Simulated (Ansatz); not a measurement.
# C2H4ClIO: one species, many methods

How much do the methods differ for C2H4ClIO? The plan is to run it at one geometry with functionals of several rungs and with coupled cluster, and see how far each lands from CCSD(T) at the basis-set limit for the atomisation energy.

The runs use Ansatz 0.2.0, Gaussian basis; functionals in def2-TZVPP, the program's frozen cores in correlated methods.

Plan: LDA (SPW92), PBE-D4, revPBE-D4, BLYP-D4, r2SCAN-D4, B97M-V, PBE0-D4, B3LYP-D4, r2SCANh-D4, r2SCAN0-D4, HSE06-D4, BHLYP-D4, CAM-B3LYP-D4, LC-ωPBE, ωB97X-V, ωB97M-V, B2PLYP, PBE-QIDH; CCSD(T)/def2-SVP; CCSD(T)/def2-TZVPP; MP2/def2-QZVPP; extrapolation to the limit; RPA on PBE.

## Step 1: Structure used throughout

The geometry comes from an earlier relaxation with PBE0-D4 in a triple-zeta def2 set; it is a stationary point, not always the lowest conformer. I takes the def2 core potential; no spin-orbit term is included.

SMILES `CC(O)(Cl)I`, 9 atoms, charge 0, spin multiplicity 1.

Atoms are counted from 1 here; the program's logs count them from 0.

Bond lengths: C1–C2 1.502 Å, C1–H6 1.090 Å, C1–H7 1.093 Å, C1–H8 1.087 Å, C2–O3 1.355 Å, C2–Cl4 1.799 Å, C2–I5 2.211 Å, O3–H9 0.964 Å. Angles: C2–C1–H6 109.2°, C2–C1–H7 108.3°, C2–C1–H8 110.8°, H6–C1–H7 109.3°, H6–C1–H8 109.6°, H7–C1–H8 109.6°, C1–C2–O3 109.6°, C1–C2–Cl4 110.2°, C1–C2–I5 109.0°, O3–C2–Cl4 110.9°, O3–C2–I5 110.3°, Cl4–C2–I5 106.8°, C2–O3–H9 109.9°.

## Step 2: LDA

This LDA is Slater exchange with PW92 correlation.

File in.yaml:

```yaml
crystal:
  periodic: [false, false, false]
  atoms:
    - {symbol: C, position_ang: [-0.034075, 0.473025, 0.958534]}
    - {symbol: C, position_ang: [0.134346, -0.177742, -0.384775]}
    - {symbol: O, position_ang: [-0.836666, -1.104864, -0.565650]}
    - {symbol: Cl, position_ang: [1.765888, -0.924832, -0.513565]}
    - {symbol: I, position_ang: [0.015460, 1.372617, -1.957219]}
    - {symbol: H, position_ang: [-1.018204, 0.939368, 1.009933]}
    - {symbol: H, position_ang: [0.040392, -0.300156, 1.726906]}
    - {symbol: H, position_ang: [0.735025, 1.223863, 1.122111]}
    - {symbol: H, position_ang: [-0.713665, -1.547678, -1.413177]}
basis:
  gaussian: {orbitals: def2-TZVPP}
hamiltonian: {xc: lda}
output: {orbitals: {seedname: orbitals}}
```

Run with:

```bash
$ ansatz run in.yaml --threads 4 --pin off --events-out ev --progress --plain --max-ram 10444MiB
```

The runs that follow: PBE-D4 (GGA); revPBE-D4 (GGA); BLYP-D4 (GGA); r2SCAN-D4 (meta-GGA); B97M-V (meta-GGA); PBE0-D4 (hybrid); B3LYP-D4 (hybrid); r2SCANh-D4 (hybrid); r2SCAN0-D4 (hybrid); HSE06-D4 (hybrid); BHLYP-D4 (hybrid); CAM-B3LYP-D4 (range-separated); LC-ωPBE (range-separated); ωB97X-V (range-separated); ωB97M-V (range-separated); B2PLYP (double hybrid); PBE-QIDH (double hybrid); CCSD(T) in def2-SVP; CCSD(T) in def2-TZVPP; MP2 in def2-QZVPP; RPA on PBE orbitals.

**Question.** What will the summary of the whole plan be? Wanted: atomisation energy, CCSD(T)/CBS; farthest beyond LDA; mean size of error, GGA; mean size of error, meta-GGA; mean size of error, hybrid; mean size of error, range-separated; mean size of error, double hybrid; gap, smallest and largest; T1 diagnostic.

As calculated:

| quantity | value |
| --- | --- |
| atomisation energy, CCSD(T)/CBS | 32.619 eV |
| functionals within 0.326 eV (1.0 %) | revPBE-D4, BLYP-D4, r2SCAN-D4, B97M-V, PBE0-D4, B3LYP-D4, r2SCANh-D4, HSE06-D4, CAM-B3LYP-D4, ωB97X-V, ωB97M-V, PBE-QIDH |
| farthest beyond LDA | BHLYP-D4 (-1.622 eV) |
| mean size of error, GGA | 0.413 eV |
| mean size of error, meta-GGA | 0.107 eV |
| mean size of error, hybrid | 0.514 eV |
| mean size of error, range-separated | 0.250 eV |
| mean size of error, double hybrid | 0.447 eV |
| gap, smallest and largest | 3.64 eV (BLYP-D4), 10.66 eV (LC-ωPBE) |
| T1 diagnostic | 0.0099 |
| triples share of the correlation energy | 3.5 % |

LDA overbinds by 5.740 eV (18 %). PBE-D4 is off by +1.016 eV. Double hybrids carry the basis error of their MP2 part in triple zeta, and no dispersion term here, so their miss is partly the set-up's. The rungs meta-GGA, range-separated miss on average by less than the doubt on the reference (0.326 eV), so they tie. Misses under about 0.326 eV are within the doubt on the reference itself, which lacks core-valence correlation, spin-orbit coupling and higher excitations, and its outer-core shells are covered unevenly. All levels share the lack of spin-orbit coupling, which lowers the free heavy atoms and so the true binding. Hartree-Fock recovers 68 % of the binding; the rest is correlation. CCSD(T) in def2-SVP is off by -2.083 eV, worse than the median functional, from the basis alone. The gap grows from 3.6 to 10.7 eV across the functionals, mostly with the share of exact exchange. Correlated methods include outer-core shells of I, which these sets cover unevenly.
